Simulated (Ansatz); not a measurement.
**AgAuCl4: a short molecular-dynamics run**

A trajectory of AgAuCl4, a randomly packed cell with 12 atoms that was not relaxed first: 40 steps of 1.5 fs under a Langevin thermostat and barostat at 900 K and 0 GPa.

All numbers below are computed with Ansatz 0.2.0 (DFT PBE, plane waves, PAW, scalar-relativistic, no spin polarisation).

**1. The starting structure**

The cell holds 12 atoms (Ag2Au2Cl8): a = 6.936 Å, b = 6.303 Å, c = 8.015 Å, α = 92.96°, β = 88.24°, γ = 103.96°.

As a file:

```
Cl Ag Au
1.0
     6.89261   -0.75746    0.17552
    -0.83532    6.23479   -0.39824
     0.05481    0.10039    8.01431
Cl Ag Au
8 2 2
Direct
  0.20844 0.76260 0.36692
  0.10146 0.09577 0.05647
  0.38369 0.42561 0.23960
  0.01395 0.84429 0.75054
  0.45762 0.92021 0.08860
  0.83951 0.96972 0.33573
  0.82595 0.56341 0.48427
  0.47624 0.30321 0.90787
  0.88510 0.49109 0.09537
  0.09515 0.36052 0.71407
  0.47897 0.16994 0.53227
  0.54536 0.74233 0.73203
```

**2. Dynamics**

Input file input.yaml:

```yaml
crystal:
  lattice:
    - [6.892608, -0.757461, 0.175525]
    - [-0.835317, 6.234787, -0.398235]
    - [0.05481, 0.100386, 8.014305]
  atoms:
    - { symbol: Cl, position: [0.208444, 0.762604, 0.366922] }
    - { symbol: Cl, position: [0.101463, 0.095766, 0.056474] }
    - { symbol: Cl, position: [0.383687, 0.425614, 0.239599] }
    - { symbol: Cl, position: [0.013952, 0.844288, 0.750537] }
    - { symbol: Cl, position: [0.457621, 0.920208, 0.088603] }
    - { symbol: Cl, position: [0.83951, 0.969719, 0.33573] }
    - { symbol: Cl, position: [0.825955, 0.563407, 0.484269] }
    - { symbol: Cl, position: [0.476239, 0.303214, 0.907867] }
    - { symbol: Ag, position: [0.885102, 0.49109, 0.095366] }
    - { symbol: Ag, position: [0.09515, 0.360524, 0.714067] }
    - { symbol: Au, position: [0.478971, 0.169943, 0.532273] }
    - { symbol: Au, position: [0.545365, 0.742329, 0.732033] }
kpoints:
  mp_grid: { grid: [2, 3, 2] }
magnetization:
  spin_polarized: false
scf:
  occupations: { method: cold, width: 0.15 }
hamiltonian:
  pseudopotentials: { kind: paw }
  xc: pbe
basis:
  ecutwfc: 420
md:
  timestep: 1.5
  n_steps: 40
  ensemble: npt_langevin
  temperature: 900.0
  initial_velocities: maxwell_boltzmann
  seed: 48559
  pressure: 0.0
```

Run with:

```console
> ansatz run input.yaml --threads 2 --pin off --max-ram 2560MiB --backend cpu --events-out ev --progress --plain --runs-dir out
```

**Question.** What will these runs give? Wanted: temperature, first and last step; temperature, second half; potential energy, second half; largest change of the conserved energy; volume, first and last step; mean square displacement, second half.

As calculated:

```
                              quantity                             value
                                length                40 steps of 1.5 fs
      temperature, first and last step                    825 and 1819 K
              temperature, second half  mean 2095 K, from 1819 to 2360 K
         potential energy, second half      -201 meV/atom from the start
largest change of the conserved energy                     0.18 meV/atom
           volume, first and last step           28.30 and 25.37 Å³/atom
 mean square displacement, second half   Cl 0.200, Au 0.043, Ag 0.024 Å²
```

Against a set 900 K the second half averages 2095 K with a spread of 160 K (in equilibrium 12 atoms would scatter by about 212 K, over a far longer run). The conserved energy strays from its start by at most 0.18 meV/atom, under 0.1 % of the mean kinetic energy, so a step of 1.5 fs is short enough over this time. Over the second half Cl atoms stand 0.4 Å (root mean square) from where they began, and the farthest move is 0.9 Å. The volume changes by -10.3 % from first to last step, and is still moving at the end, so it is no equilibrium value. 60 fs on 12 atoms is far too short and small for converged averages. The k-mesh is coarse for this cell.
